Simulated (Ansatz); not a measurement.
# Cl3H2Si: the cost of one run

Method: UKS B3LYP-D4/def2-SVP, in Ansatz 0.2.0.

## (1) The starting structure

Bond lengths: Si1–Cl3 2.130 Å, Si1–Cl4 2.128 Å, Si1–Cl5 2.128 Å. Angles: Cl3–Si1–Cl4 109.5°, Cl3–Si1–Cl5 109.5°, Cl4–Si1–Cl5 109.5°.

As a file:

```xyz
6

Si    0.0000    0.0000    0.0000
H     0.0000    0.0000    1.7100
Cl    2.0086    0.0000   -0.7093
Cl   -1.0032    1.7381   -0.7093
Cl   -1.0032   -1.7381   -0.7093
H     0.0000    0.0000    2.6700
```

## (2) A restrained relaxation towards end A

Springs on the bonds that form and break draw the guess towards this end; the thresholds are loose.

input.yaml reads:

```yaml
crystal:
  periodic: [false, false, false]
  atoms:
    - { symbol: Si, position_ang: [0.0, 0.0, 0.0] }
    - { symbol: H, position_ang: [0.0, 0.0, 1.71] }
    - { symbol: Cl, position_ang: [2.0086, 0.0, -0.7093] }
    - { symbol: Cl, position_ang: [-1.0032, 1.7381, -0.7093] }
    - { symbol: Cl, position_ang: [-1.0032, -1.7381, -0.7093] }
    - { symbol: H, position_ang: [0.0, 0.0, 2.67] }
magnetization:
  spin_polarized: true
  initial_magnetization: 1
basis:
  gaussian: { orbitals: def2-SVP }
hamiltonian:
  xc: b3lyp
  dispersion: d4
relax:
  f_tol: 0.15
  max_steps: 25
  restrain:
    - { distance: [1, 5], at: 1.86, k: 30.0 }
    - { distance: [0, 1], at: 1.46, k: 30.0 }
```

Command:

```sh
> ansatz run input.yaml --threads 2 --pin off --max-ram 3072MiB --backend cpu --events-out ev --progress --plain --runs-dir out
```

What time and memory should one allow on 2 threads of Intel Xeon Platinum 8259CL at 2.50GHz (Skylake/Cascade Lake), shared host?

About 14 s, with a peak of 0.27 GiB.
